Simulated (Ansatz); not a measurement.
**Ni (fcc type): a single-point run**

The task is a single-point run on Ni (fcc type).

Method: DFT, LDA, PAW with Ansatz's default frozen-core files, scalar-relativistic, in Ansatz 0.2.0.

2 further runs of the same task are left out: 2 that didn't finish. Runs told in other sessions of the task aren't counted.

**1. The structure to begin with**

Symmetry: Fm-3m, No. 225, cubic system. Conventional cell: a = 5.456 Å, b = 5.456 Å, c = 5.456 Å, α = 90.00°, β = 90.00°, γ = 90.00°. Ni (site symmetry m-3m) has 12 Ni at 3.86 Å in its first shell of neighbours.

As a file:

```
CELL_PARAMETERS angstrom
0.00000 2.72800 2.72800
2.72800 0.00000 2.72800
2.72800 2.72800 0.00000
ATOMIC_POSITIONS crystal
Ni 0.00000 0.00000 0.00000
```

**2. Running it**

input.yaml reads:

```yaml
crystal:
  lattice:
    - [0.0, 2.72800206, 2.72800206]
    - [2.72800206, 0.0, 2.72800206]
    - [2.72800206, 2.72800206, 0.0]
  atoms:
    - { symbol: Ni, position: [0.0, 0.0, 0.0], spin: 1.0 }
magnetization:
  spin_polarized: true
kpoints:
  mp_grid: { grid: [21, 21, 21] }
scf:
  occupations: { method: fermi_dirac, width: 0.05 }
  max_iter: 80
hamiltonian:
  xc: lda
  pseudopotentials: { kind: paw }
output:
  forces: true
  stress: true
  eigenvalues: true
  populations: true
```

Launch:

```sh
ansatz run input.yaml --threads 1 --pin off --max-ram 3072MiB --backend cpu --events-out ev --progress --plain --runs-dir out
```

Q: Will this input give a usable result? If not, why, and what should change?

This run ends as converged. Convergence says nothing about whether the input makes sense.

The atoms are pulled far apart, so the bonds are broken and near-degenerate levels make the SCF hard. The shortest distance in the input is 3.86 Å.

Remedy: start from sensible bond lengths.
